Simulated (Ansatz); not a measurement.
# RuC (triplet): geometry optimisation

Aim: relax a generated start of RuC (triplet) and see which bonds hold.

Method: UKS PBE0/def2-TZVP; program: Ansatz 0.2.0, Gaussian basis.

**1. Starting geometry**

2 atoms, charge 0, spin multiplicity 3.

Atoms are counted from 1 here; the program's logs count them from 0.

Bond lengths: Ru1–C2 2.210 Å.

As a file:

```
Ru    0.0000    0.0000    0.0000
C     0.0000    0.0000    2.2100
```

The start is set by covalent radii. Sticks and bond lists go by distance. No spin-orbit coupling is included. Elements past krypton take def2 core potentials.

**2. Relaxation**

Input file in.yaml:

```yaml
crystal:
  periodic: [false, false, false]
  atoms:
    - {symbol: Ru, position_ang: [0.000000, 0.000000, 0.000000]}
    - {symbol: C, position_ang: [0.000000, 0.000000, 2.210000]}
basis:
  gaussian: {orbitals: def2-TZVP}
magnetization: {spin_polarized: true, initial_magnetization: 2}
hamiltonian: {xc: pbe0}
relax: {f_tol: 0.004, max_steps: 80}
```

Command:

```bash
$ ansatz run in.yaml --threads 1 --pin off --events-out ev --progress --plain --max-ram 2176MiB
```

**Question.** What will these runs give? Wanted: energy gained; shift from the start; total energy; dipole moment; ⟨S²⟩.

As calculated:

```
                  quantity          value
                     steps              7
             energy gained       2.948 eV
shift from the start (rms)        0.302 Å
              total energy  -3614.2476 eV
             dipole moment         2.09 D
                      ⟨S²⟩          2.033
```

In words: The bonds of the start are those of the end. Ru1–C2 went from 2.210 to 1.605 Å. No vibrations were run, so this is a stationary point, not a proven minimum, and this spin need not be the ground state's.
